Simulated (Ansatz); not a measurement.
# C₃H₉Cl₃GeO₃Si: a ladder of functionals and wavefunction methods

Aim: compute C₃H₉Cl₃GeO₃Si with functionals from several rungs and with coupled cluster. The yardstick is the atomisation energy at the CCSD(T) limit.

The runs use Ansatz 0.2.0, Gaussian basis; functionals in def2-TZVPP, the program's frozen cores in correlated methods.

Plan: LDA (SPW92), PBE-D4, revPBE-D4, BLYP-D4, r2SCAN-D4, B97M-V, PBE0-D4, B3LYP-D4, r2SCANh-D4, r2SCAN0-D4, HSE06-D4, BHLYP-D4, CAM-B3LYP-D4, LC-ωPBE, ωB97X-V, ωB97M-V, B2PLYP, PBE-QIDH; CCSD(T)/def2-SVP; CCSD(T)/def2-TZVPP; MP2/def2-QZVPP; extrapolation to the limit; RPA on PBE.

**1. The geometry**

All runs share one geometry, relaxed beforehand with PBE0-D4 in a triple-zeta def2 set.

SMILES `C[O][Ge]([O]C)([O]C)[Si](Cl)(Cl)Cl`, 20 atoms, charge 0, spin multiplicity 1.

Atoms are counted from 1 here; the program's logs count them from 0.

Bond lengths: C1–O2 1.415 Å, C1–H12 1.092 Å, C1–H13 1.094 Å, C1–H14 1.096 Å, O2–Ge3 1.758 Å, Ge3–O4 1.770 Å, Ge3–O6 1.757 Å, Ge3–Si8 2.390 Å, O4–C5 1.412 Å, C5–H15 1.096 Å, C5–H16 1.097 Å, C5–H17 1.092 Å, O6–C7 1.417 Å, C7–H18 1.095 Å, C7–H19 1.094 Å, C7–H20 1.091 Å, Si8–Cl9 2.037 Å, Si8–Cl10 2.042 Å and more. Angles: O2–C1–H12 107.4°, O2–C1–H13 111.8°, O2–C1–H14 111.6°, H12–C1–H13 108.8°, H12–C1–H14 108.3°, H13–C1–H14 108.7°, C1–O2–Ge3 120.6°, O2–Ge3–O4 104.6°, O2–Ge3–O6 107.4°, O2–Ge3–Si8 114.3°, O4–Ge3–O6 111.8°, O4–Ge3–Si8 112.4°, O6–Ge3–Si8 106.2°, Ge3–O4–C5 120.1°, O4–C5–H15 112.1°, O4–C5–H16 111.9°, O4–C5–H17 107.7°, H15–C5–H16 108.5° and more.

**2. LDA**

This LDA is Slater exchange with PW92 correlation.

The input, in.yaml:

```yaml
crystal:
  periodic: [false, false, false]
  atoms:
    - {symbol: C, position_ang: [-1.995843, -1.129594, 1.494603]}
    - {symbol: O, position_ang: [-1.785949, -0.409748, 0.294706]}
    - {symbol: Ge, position_ang: [-0.156974, -0.089621, -0.283067]}
    - {symbol: O, position_ang: [0.723042, 0.464630, 1.148675]}
    - {symbol: C, position_ang: [2.113071, 0.704404, 1.077038]}
    - {symbol: O, position_ang: [-0.269979, 1.165467, -1.507464]}
    - {symbol: C, position_ang: [-0.967141, 2.365230, -1.221445]}
    - {symbol: Si, position_ang: [0.898967, -1.957250, -1.336087]}
    - {symbol: Cl, position_ang: [2.614466, -1.399255, -2.281512]}
    - {symbol: Cl, position_ang: [1.365076, -3.324682, 0.107597]}
    - {symbol: Cl, position_ang: [-0.355817, -2.823005, -2.681392]}
    - {symbol: H, position_ang: [-3.059257, -1.065716, 1.732721]}
    - {symbol: H, position_ang: [-1.421979, -0.710757, 2.326298]}
    - {symbol: H, position_ang: [-1.732018, -2.187651, 1.382725]}
    - {symbol: H, position_ang: [2.369716, 1.410918, 0.279680]}
    - {symbol: H, position_ang: [2.680402, -0.220536, 0.917650]}
    - {symbol: H, position_ang: [2.425865, 1.133451, 2.030967]}
    - {symbol: H, position_ang: [-0.535792, 2.889169, -0.361658]}
    - {symbol: H, position_ang: [-2.025730, 2.175356, -1.021258]}
    - {symbol: H, position_ang: [-0.884117, 3.009179, -2.098788]}
basis:
  gaussian: {orbitals: def2-TZVPP}
hamiltonian: {xc: lda}
output: {orbitals: {seedname: orbitals}}
```

After this run come: PBE-D4 (GGA); revPBE-D4 (GGA); BLYP-D4 (GGA); r2SCAN-D4 (meta-GGA); B97M-V (meta-GGA); PBE0-D4 (hybrid); B3LYP-D4 (hybrid); r2SCANh-D4 (hybrid); r2SCAN0-D4 (hybrid); HSE06-D4 (hybrid); BHLYP-D4 (hybrid); CAM-B3LYP-D4 (range-separated); LC-ωPBE (range-separated); ωB97X-V (range-separated); ωB97M-V (range-separated); B2PLYP (double hybrid); PBE-QIDH (double hybrid); CCSD(T) in def2-SVP; CCSD(T) in def2-TZVPP; MP2 in def2-QZVPP; RPA on PBE orbitals.

**Question.** What will the summary of the whole plan be? Wanted: atomisation energy, CCSD(T)/CBS; farthest beyond LDA; mean size of error, GGA; mean size of error, meta-GGA; mean size of error, hybrid; mean size of error, range-separated; mean size of error, double hybrid; gap, smallest and largest; T1 diagnostic.

The runs gave:

```
                               quantity                                                                                                                     value
        atomisation energy, CCSD(T)/CBS                                                                                                                 77.404 eV
    functionals within 0.774 eV (1.0 %)  revPBE-D4, BLYP-D4, r2SCAN-D4, B97M-V, PBE0-D4, B3LYP-D4, r2SCANh-D4, HSE06-D4, CAM-B3LYP-D4, ωB97X-V, ωB97M-V, PBE-QIDH
                    farthest beyond LDA                                                                                                      BHLYP-D4 (-3.056 eV)
                mean size of error, GGA                                                                                                                  0.938 eV
           mean size of error, meta-GGA                                                                                                                  0.199 eV
             mean size of error, hybrid                                                                                                                  0.952 eV
    mean size of error, range-separated                                                                                                                  0.299 eV
      mean size of error, double hybrid                                                                                                                  1.014 eV
              gap, smallest and largest                                                                                 4.83 eV (LDA (SPW92)), 12.08 eV (LC-ωPBE)
                          T1 diagnostic                                                                                                                    0.0119
triples share of the correlation energy                                                                                                                     4.0 %
```

In words: LDA overbinds by 11.851 eV (15 %). PBE-D4 misses by +1.435 eV. Double hybrids carry the basis error of their MP2 part in triple zeta, and no dispersion term here, so their miss is partly the set-up's. The rungs meta-GGA, range-separated miss on average by less than the doubt on the reference (0.774 eV), so they tie. Misses under about 0.774 eV are within the doubt on the reference itself, which lacks core-valence correlation, relativity and higher excitations, and its outer-core shells are covered unevenly. Hartree-Fock recovers 71 % of the binding; the rest is correlation. CCSD(T) in def2-SVP is off by -5.144 eV, worse than the median functional, from the basis alone. The gap grows from 4.8 to 12.1 eV across the functionals, mostly with the share of exact exchange. Correlated methods include outer-core shells of Ge, which these sets cover unevenly.
